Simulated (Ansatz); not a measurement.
# SiPbS3: the cost of one run

Computed with Ansatz 0.2.0 (DFT PBE, scalar-relativistic, plane waves, PAW, unless a step's input says otherwise).

## 1. The starting structure

The structure is cubic, space group Pm-3m (No. 221). Conventional cell: a = 4.977 Å, b = 4.977 Å, c = 4.977 Å, α = 90.00°, β = 90.00°, γ = 90.00°. Si (site symmetry m-3m) has 12 S at 3.52 Å as nearest neighbours. Pb (site symmetry m-3m) is surrounded by 6 S at 2.49 Å. Around S (site symmetry 4/mmm) lie 2 Pb at 2.49 Å.

As a file:

```
CELL_PARAMETERS angstrom
4.97716 0.00000 0.00000
0.00000 4.97716 0.00000
0.00000 0.00000 4.97716
ATOMIC_POSITIONS crystal
Si 0.50000 0.50000 0.50000
Pb 0.00000 0.00000 0.00000
S 0.50000 0.00000 0.00000
S 0.00000 0.50000 0.00000
S 0.00000 0.00000 0.50000
```

The cell is invented: species swapped into a database cell of Tb3GaC (Pm-3m, No. 221), with S on the Tb sites, Si on the Ga sites and Pb on the C sites. The dimensions are guesses.

## 2. The guess as it stands, on a coarse mesh

Input file input.yaml:

```yaml
crystal:
  lattice:
    - [4.97716173, 0.0, 0.0]
    - [0.0, 4.97716173, 0.0]
    - [0.0, 0.0, 4.97716173]
  atoms:
    - { symbol: Si, position: [0.5, 0.5, 0.5] }
    - { symbol: Pb, position: [0.0, 0.0, 0.0] }
    - { symbol: S, position: [0.5, 0.0, 0.0] }
    - { symbol: S, position: [0.0, 0.5, 0.0] }
    - { symbol: S, position: [0.0, 0.0, 0.5] }
basis:
  ecutwfc: 420
kpoints:
  mp_grid: { grid: [4, 4, 4] }
hamiltonian:
  xc: pbe
scf:
  occupations: { method: gaussian, width: 0.1 }
  lower_state_search: "off"
output:
  forces: true
  stress: true
  eigenvalues: true
```

Launch:

```sh
> ansatz run input.yaml --threads 1 --pin off --max-ram 2560MiB --backend cpu --events-out ev --progress --plain --runs-dir out
```

Q: Estimate wall time and peak memory on 1 thread of Intel Xeon, shared host.

About 2.9 s, with a peak of 0.38 GiB.
